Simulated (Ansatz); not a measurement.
# InCl3: one species, many methods

One table from this session's results is given with a row withheld; the runs are named, their logs left out.

Program: Ansatz 0.2.0, Gaussian basis. Level of theory: functionals in def2-TZVPP, the program's frozen cores in correlated methods. These are calculated values, not measurements.

Levels to be run: LDA (SPW92), PBE-D4, revPBE-D4, BLYP-D4, r2SCAN-D4, B97M-V, PBE0-D4, B3LYP-D4, r2SCANh-D4, r2SCAN0-D4, HSE06-D4, BHLYP-D4, CAM-B3LYP-D4, LC-ωPBE, ωB97X-V, ωB97M-V, B2PLYP, PBE-QIDH; CCSD(T)/def2-SVP; CCSD(T)/def2-TZVPP; CCSD(T)/def2-QZVPP; extrapolation to the limit; RPA on PBE.

## Structure used throughout

All runs share one geometry, relaxed beforehand with PBE0-D4 in a triple-zeta def2 set. In takes the def2 core potential; no spin-orbit term is included.

SMILES `[Cl][In]([Cl])[Cl]`, 4 atoms, charge 0, spin multiplicity 1.

Atoms are counted from 1 here; the program's logs count them from 0.

Bond lengths: Cl1–In2 2.293 Å, In2–Cl3 2.293 Å, In2–Cl4 2.293 Å. Angles: Cl1–In2–Cl3 120.0°, Cl1–In2–Cl4 120.0°, Cl3–In2–Cl4 120.0°.

The first run:

Input file in.yaml:

```yaml
crystal:
  periodic: [false, false, false]
  atoms:
    - {symbol: Cl, position_ang: [-0.202939, 0.521451, 2.213561]}
    - {symbol: In, position_ang: [0.014396, -0.014832, -0.005252]}
    - {symbol: Cl, position_ang: [1.015911, -1.985201, -0.615343]}
    - {symbol: Cl, position_ang: [-0.771970, 1.418281, -1.613166]}
basis:
  gaussian: {orbitals: def2-TZVPP}
hamiltonian: {xc: lda}
output: {orbitals: {seedname: orbitals}}
```

Launch:

```bash
ansatz run in.yaml --threads 2 --pin off --events-out ev --progress --plain --max-ram 32768MiB --backend cpu
```

Among the steps run: LDA; PBE-D4 (GGA); revPBE-D4 (GGA); BLYP-D4 (GGA); r2SCAN-D4 (meta-GGA); B97M-V (meta-GGA); PBE0-D4 (hybrid); B3LYP-D4 (hybrid); r2SCANh-D4 (hybrid); r2SCAN0-D4 (hybrid); HSE06-D4 (hybrid); BHLYP-D4 (hybrid); CAM-B3LYP-D4 (range-separated); LC-ωPBE (range-separated); ωB97X-V (range-separated); ωB97M-V (range-separated); B2PLYP (double hybrid); PBE-QIDH (double hybrid).

One table of the session follows, with a row left open; its other results are not shown here.

It belongs to the step «Orbital energies across the functionals». 

| functional | HOMO (eV) | LUMO (eV) | gap (eV) |
| --- | --- | --- | --- |
| LDA (SPW92) | -8.18 | -4.09 | 4.09 |
| PBE-D4 | -8.01 | -3.76 | 4.26 |
| revPBE-D4 | -7.96 | -3.63 | 4.32 |
| BLYP-D4 | -7.84 | -3.70 | 4.13 |
| r2SCAN-D4 | ? | ? | ? |
| B97M-V | -8.46 | -3.58 | 4.87 |
| PBE0-D4 | -9.46 | -2.89 | 6.57 |
| B3LYP-D4 | -9.16 | -3.20 | 5.96 |
| r2SCANh-D4 | -8.92 | -3.26 | 5.66 |
| r2SCAN0-D4 | -9.71 | -2.79 | 6.93 |
| HSE06-D4 | -9.05 | -3.26 | 5.79 |
| BHLYP-D4 | -10.73 | -2.00 | 8.73 |
| CAM-B3LYP-D4 | -10.84 | -1.93 | 8.91 |
| LC-ωPBE | -12.32 | -0.64 | 11.68 |
| ωB97X-V | -11.92 | -0.80 | 11.11 |
| ωB97M-V | -11.74 | -0.91 | 10.83 |

Q: Estimate the row for r2SCAN-D4 from the others.

Worked estimate for «HOMO (eV)». Against the share of exact exchange, r2SCANh-D4 (0.1, -8.92), r2SCAN0-D4 (0.25, -9.71) give a slope of -5.27 per unit share; at 0 the line stands at -8.39.

The run gave: HOMO (eV): -8.40; LUMO (eV): -3.58; gap (eV): 4.82. In «HOMO (eV)» the line misses by +0.01.
